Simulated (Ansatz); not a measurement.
# Cu+ with HBr: structure and interaction energy

One table from this session's results is given with a row withheld; the runs are named, their logs left out.

Computed with Ansatz 0.2.0, Gaussian basis. Level: PBE0-D4 structure, single points in def2-TZVPPD.

Levels: PBE-D4, revPBE-D4, BLYP-D4, r2SCAN-D4, B97M-V, PBE0-D4, B3LYP-D4, HSE06-D4, wB97X-V, wB97M-V, B2PLYP, Hartree-Fock, MP2, CCSD, CCSD(T). The reference is CCSD(T) extrapolated to the basis limit. For elements past Ar these valence bases correlate outer-core shells poorly and lack relativity, so that limit is rough.

Cores are frozen in the correlated methods. The 3s and 3p shells of Cu and Zn are frozen; filled d shells are correlated. B3LYP uses VWN-RPA correlation. B2PLYP carries no dispersion term here.

163 further runs of the same task are left out: 163 set aside as unsound or not needed.

**The system as given**

The pair, from a GFN2-xTB docking trial: 3 atoms, charge 1, spin multiplicity 1.

Atoms are counted from 1 here; the program's logs count them from 0.

Bond lengths: Cu1–Br2 2.326 Å, Br2–H3 1.409 Å. Angles: Cu1–Br2–H3 116.3°.

Coordinates:

```xyz
3
BrCuH
Cu   -0.1670   -0.1220   -1.7963
Br   -0.3927   -0.2869    0.5126
H     0.5596    0.4088    1.2837
```

Atoms 1 to 1 are fragment A (Cu+), the rest fragment B (HBr).

Set-up of the first run:

Contents of pre/in.yaml:

```yaml
crystal:
  periodic: [false, false, false]
  atoms:
    - {symbol: Cu, position_ang: [-0.167000, -0.122000, -1.796300]}
    - {symbol: Br, position_ang: [-0.392700, -0.286900, 0.512600]}
    - {symbol: H, position_ang: [0.559600, 0.408800, 1.283700]}
basis:
  gaussian: {orbitals: def2-SVP}
total_charge: 1
hamiltonian: {xc: pbe, dispersion: d4}
relax: {f_tol: 0.03, max_steps: 250}
```

Started as:

```sh
> ansatz run in.yaml --threads 2 --pin off --events-out ev --progress --plain --max-ram 5222MiB
```

Among the steps run: A first relaxation in a small basis; Relaxation at PBE0-D4; wB97X-V/def2-TZVPPD; wB97M-V/def2-TZVPPD; B2PLYP/def2-TZVPPD; B97M-V/def2-TZVPPD; CCSD(T)/def2-TZVPPD; MP2/def2-QZVPPD; Hartree-Fock/STO-3G; SPW92/def2-SVP; wB97M-V/def2-SVP; CCSD(T)/def2-SVP; Vibrations of the pair.

One of the session's tables, all rows but one given; the rest of the session is left out.

```
      method  interaction (kJ/mol)
      PBE-D4               -166.65
   revPBE-D4               -151.51
     BLYP-D4               -160.82
   r2SCAN-D4               -161.89
      B97M-V               -156.76
     PBE0-D4               -141.55
    B3LYP-D4               -143.20
    HSE06-D4               -141.20
     wB97X-V               -131.78
     wB97M-V                     ?
      B2PLYP               -129.10
Hartree-Fock                -64.71
         MP2               -115.61
        CCSD               -101.71
     CCSD(T)               -108.60
 CCSD(T)/CBS               -127.06
```

**Question.** Estimate the row for wB97M-V.

The run gave: interaction (kJ/mol): -131.07. In the column «interaction (kJ/mol)» it lies between wB97X-V (-131.78) and B2PLYP (-129.10).
